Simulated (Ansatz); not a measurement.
# GdPdSb: the cost of one run

Method: DFT PBEsol, scalar-relativistic, plane waves, PAW, in Ansatz 0.2.0.

1 further run of the same task is left out (set aside as unsound or not needed). Runs told in other sessions of the task aren't counted.

### Step 1. Starting point

The cell holds 18 atoms (Gd5MgPd6Sb6): a = 7.357 Å, b = 7.895 Å, c = 7.895 Å, α = 120.00°, β = 90.00°, γ = 90.00°.

The coordinates of this cell stand in the input of its own run.

The host was relaxed before at PBEsol: a = 4.558 Å, b = 4.558 Å, c = 7.357 Å, α = 90.00°, β = 90.00°, γ = 120.00° (conventional cell), 22.064 Å³/atom.

Places, in fractions of the supercell: Mg in place of Gd at (0.501, 0.333, 0.667). Its neighbours start displaced at random, with a spread of 0.03 Å in each coordinate.

### Step 2. The perfect crystal in the supercell of 18 atoms

The input, input.yaml:

```yaml
crystal:
  lattice:
    - [0.0, 0.0, -7.3567898617]
    - [6.8375265368, 3.9476477866, 0.0]
    - [0.0, -7.8952955732, 0.0]
  atoms:
    - { symbol: Gd, position: [0.5012320433, 0.3333333333, 0.6666666667], spin: 7.63 }
    - { symbol: Gd, position: [0.5012320433, 1.0, 1.0], spin: 7.63 }
    - { symbol: Gd, position: [0.5012320433, 0.6666666667, 0.3333333333], spin: 7.63 }
    - { symbol: Gd, position: [0.0012320433, 0.3333333333, 0.6666666667], spin: 7.63 }
    - { symbol: Gd, position: [0.0012320433, 1.0, 1.0], spin: 7.63 }
    - { symbol: Gd, position: [0.0012320433, 0.6666666667, 0.3333333333], spin: 7.63 }
    - { symbol: Pd, position: [0.1782439154, 0.6666666667, 0.6666666667] }
    - { symbol: Pd, position: [0.1782439154, 0.3333333333, 0.0] }
    - { symbol: Pd, position: [0.1782439154, 0.0, 0.3333333333] }
    - { symbol: Pd, position: [0.6782439154, 0.3333333333, 0.3333333333] }
    - { symbol: Pd, position: [0.6782439154, 0.0, 0.6666666667] }
    - { symbol: Pd, position: [0.6782439154, 0.6666666667, 0.0] }
    - { symbol: Sb, position: [0.2757440613, 0.3333333333, 0.3333333333] }
    - { symbol: Sb, position: [0.2757440613, 0.0, 0.6666666667] }
    - { symbol: Sb, position: [0.2757440613, 0.6666666667, 0.0] }
    - { symbol: Sb, position: [0.7757440613, 0.6666666667, 0.6666666667] }
    - { symbol: Sb, position: [0.7757440613, 0.3333333333, 0.0] }
    - { symbol: Sb, position: [0.7757440613, 0.0, 0.3333333333] }
basis:
  ecutwfc: 420
  xc_grid: 2
kpoints:
  mp_grid: { grid: [3, 3, 3], shift: [0.0, 0.0, 0.0] }
hamiltonian:
  xc: pbesol
scf:
  occupations: { method: gaussian, width: 0.05 }
  lower_state_search: "off"
output:
  forces: true
  stress: true
  eigenvalues: true
  populations: true
magnetization:
  spin_polarized: true
```

Command:

```
$ ansatz run input.yaml --threads 8 --pin off --max-ram 14336MiB --backend cpu --events-out ev --progress --plain --runs-dir out
```

**Question.** How long does this run take on 8 threads of Arm Neoverse V2, shared host, and how much memory does it need?

About 46 s, with a peak of 3.4 GiB.
